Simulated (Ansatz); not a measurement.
# FH3Si: the cost of one run

Method: PBE0-D4/def2-TZVP structures, single points in def2-TZVPP, no counterpoise correction; program: Ansatz 0.2.0, Gaussian basis.

Levels: SPW92, PBE-D4, BLYP-D4, r2SCAN-D4, B97M-V, PBE0-D4, B3LYP-D4, r2SCAN0-D4, BHLYP-D4, CAM-B3LYP-D4, wB97X-V, wB97M-V, B2PLYP, PBE-QIDH, RPA on PBE, Hartree-Fock, MP2, CCSD, CCSD(T).

Cores are frozen in the correlated methods. B3LYP uses VWN-RPA correlation. B2PLYP carries no dispersion term here.

113 further runs of the same task are left out: 113 set aside as unsound or not needed.

## 1. Starting geometry

The complex: 11 atoms, charge 0, spin multiplicity 1.

Atoms are counted from 1 here; the program's logs count them from 0.

Bond lengths: Si1–H3 1.487 Å, Si1–H4 1.475 Å, Si1–H5 1.477 Å, Si1–F7 1.619 Å, O2–H8 0.974 Å, O2–H10 0.959 Å, H6–O9 0.965 Å, O9–H11 0.960 Å. Angles: H3–Si1–H4 109.3°, H3–Si1–H5 108.6°, H3–Si1–F7 103.8°, H4–Si1–H5 114.2°, H4–Si1–F7 110.2°, H5–Si1–F7 110.2°, H8–O2–H10 105.6°, H6–O9–H11 105.9°.

Coordinates:

```csv
atom,x (Å),y (Å),z (Å)
Si1,-1.3900,-0.5139,-1.0205
O2,-0.2998,0.2832,1.5050
H3,-1.9478,-0.9381,-2.3325
H4,-1.5599,-1.6049,-0.0432
H5,-2.0295,0.7576,-0.6260
H6,1.8237,0.2868,-0.3857
F7,0.1816,-0.2774,-1.3285
H8,0.6486,0.4248,1.3363
O9,2.2551,0.5600,0.4334
H10,-0.6240,1.1114,1.8639
H11,2.9421,-0.0895,0.5981
```

Its parts: SiH₃F holds atoms 1, 3, 4, 5, 7; H₂O holds atoms 2, 8, 10; H₂O holds atoms 6, 9, 11. Each part counts its atoms afresh in its own runs.

## 2. Relaxing SiH₃F alone

Contents of relax-a/in.yaml:

```yaml
crystal:
  periodic: [false, false, false]
  atoms:
    - {symbol: Si, position_ang: [-1.390037, -0.513934, -1.020537]}
    - {symbol: H, position_ang: [-1.947841, -0.938060, -2.332549]}
    - {symbol: H, position_ang: [-1.559899, -1.604857, -0.043192]}
    - {symbol: H, position_ang: [-2.029499, 0.757624, -0.626037]}
    - {symbol: F, position_ang: [0.181566, -0.277425, -1.328544]}
basis:
  gaussian: {orbitals: def2-TZVP}
hamiltonian: {xc: pbe0, dispersion: d4}
relax: {f_tol: 0.005, max_steps: 200}
```

Run with:

```sh
$ ansatz run in.yaml --threads 4 --pin off --events-out ev --progress --plain --max-ram 9574MiB
```

**Question.** How long does this run take on 4 threads of Arm Neoverse V2, shared host?

About 2.3 s.
